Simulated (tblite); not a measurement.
# CH5OSn (SMILES [CH3][SnH2][O]) at GFN1-xTB

Wanted: a structure relaxation of CH5OSn. Input form: a Python script.

The calculation is run with tblite 0.8.0.

23 further runs of the same task are left out: 23 set aside as unsound or not needed.

### Step 1. The system as given

The species is CH5OSn (8 atoms), meant as a doublet with charge 0. SMILES: `[CH3][SnH2][O]`. Geometry: a GFN2-xTB relaxation, a rough one for these elements and not checked as a minimum. The run starts from this shape.

Bond lengths: C1–Sn2 2.290 Å, Sn2–O3 1.787 Å, C1–H4 1.079 Å, C1–H5 1.079 Å, C1–H6 1.078 Å, Sn2–H7 1.687 Å, Sn2–H8 1.687 Å. Some angles: C1–Sn2–O3 100.2°, C1–Sn2–H7 102.4°, C1–Sn2–H8 102.4°, O3–Sn2–H7 119.0°, O3–Sn2–H8 119.0°, Sn2–C1–H4 106.0°, Sn2–C1–H5 106.1°, Sn2–C1–H6 105.1°, H7–Sn2–H8 110.2°, H4–C1–H5 112.4°.

### Step 2. A geometry optimisation at GFN1-xTB

File input.xyz:

```xyz
8
start geometry
C     -0.926330     0.683420    -0.184210
Sn     0.891700    -0.663320     0.172150
O      0.688720    -1.828250    -1.167830
H     -0.793960     1.106210    -1.167630
H     -1.789970     0.039980    -0.126780
H     -0.890470     1.419230     0.603410
H      0.647640    -1.189980     1.756170
H      2.172670     0.432710     0.114720
```

File script.py:

```python
import json
import numpy as np
from tblite.interface import Calculator
from tblite.interface import symbols_to_numbers
from scipy.optimize import minimize

symbols = list(map(str, np.loadtxt("input.xyz", skiprows=2, usecols=0, dtype=str, ndmin=1)))
numbers = np.array(symbols_to_numbers(symbols))
positions = np.loadtxt("input.xyz", skiprows=2, usecols=(1, 2, 3), ndmin=2) / 0.5291772

calc = Calculator("GFN1-xTB", numbers, positions, charge=0, uhf=1)
calc.set("verbosity", 0)
calc.set("accuracy", 0.01)
calc.add("spin-polarization", 1.0)
last, frames, energies, grads = [None], [], [], []

def fun(x):
    calc.update(x.reshape(-1, 3))
    last[0] = calc.singlepoint(last[0])
    return float(last[0].get('energy')), last[0].get('gradient').ravel()

def show(x):
    e, g = fun(x)
    frames.append(x.reshape(-1, 3).tolist())
    energies.append(e)
    grads.append(g.reshape(-1, 3).tolist())
    print(f"{len(energies) - 1:4d} {e:16.9f} {np.abs(g).max():12.3e} {np.linalg.norm(g):12.3e}")

print("step      energy/Eh       max grad     grad norm")
show(positions.ravel())
opt = minimize(fun, positions.ravel(), jac=True, method="BFGS", callback=show, options={"gtol": 3e-05, "maxiter": 500})
print("converged:", opt.success, "-", opt.message)
fun(opt.x)
result = last[0]
final = opt.x.reshape(-1, 3)
print("final geometry (angstrom)")
for s, p in zip(symbols, final * 0.529177210903):
    print(f"{s:<2} {p[0]:12.6f} {p[1]:12.6f} {p[2]:12.6f}")
print(f"E(total): {result.get('energy'):.8f} Eh")
eps = np.atleast_2d(result.get("orbital-energies")) * 27.211386
occ = np.atleast_2d(result.get("orbital-occupations"))
filled = occ.sum(axis=0) if eps.shape[0] == 1 else occ[0]
homo = np.nonzero(filled > 0.5)[0].max()
print(f"HOMO {eps[0, homo]:.4f} eV")
if homo + 1 < eps.shape[1]:
    print(f"LUMO {eps[0, homo + 1]:.4f} eV, gap {eps[0, homo + 1] - eps[0, homo]:.4f} eV")
mu = result.get("dipole") * 2.541746
print(f"dipole: {np.linalg.norm(mu):.4f} D, components " + " ".join(f"{c:.4f}" for c in mu))
q = result.get("charges")
print("Charges:", " ".join(f"{s}{i + 1}={c:+.4f}" for i, (s, c) in enumerate(zip(symbols, q))))
out = {k: np.asarray(result.get(k)).tolist() for k in ("energy", "gradient", "charges", "dipole", "orbital-energies", "orbital-occupations")}
out.update(symbols=symbols, positions=(positions * 0.529177210903).tolist(), final=final.tolist(), frames=frames, step_energies=energies, grads=grads, success=bool(opt.success))
json.dump(out, open("results.json", "w"))
```

Launch:

```sh
$ python script.py
```

What values should one expect? Wanted: total energy at the end; dipole moment; HOMO energy; LUMO energy.

Answer, from the run:

Level: GFN1-xTB.

| quantity | value |
| --- | --- |
| total energy at the end | -11.86569 Eh |
| dipole moment | 6.88 D |
| HOMO energy (as the program lists it) | -12.14 eV |
| LUMO energy (as the program lists it) | -5.47 eV |

What this shows: At the final geometry: Bond lengths: C1–Sn2 2.265 Å, Sn2–O3 1.799 Å, C1–H4 1.076 Å, C1–H5 1.076 Å, C1–H6 1.077 Å, Sn2–H7 1.654 Å, Sn2–H8 1.654 Å. Some angles: C1–Sn2–O3 92.0°, C1–Sn2–H7 104.9°, C1–Sn2–H8 104.9°, O3–Sn2–H7 116.7°, O3–Sn2–H8 116.7°, Sn2–C1–H4 105.1°, Sn2–C1–H5 105.2°, Sn2–C1–H6 101.0°, H7–Sn2–H8 116.5°, H4–C1–H5 114.2°. The optimisation took 45 steps and changed the energy by -0.057 eV. Mulliken charges run from -0.50 on O3 to +0.26 on Sn2.
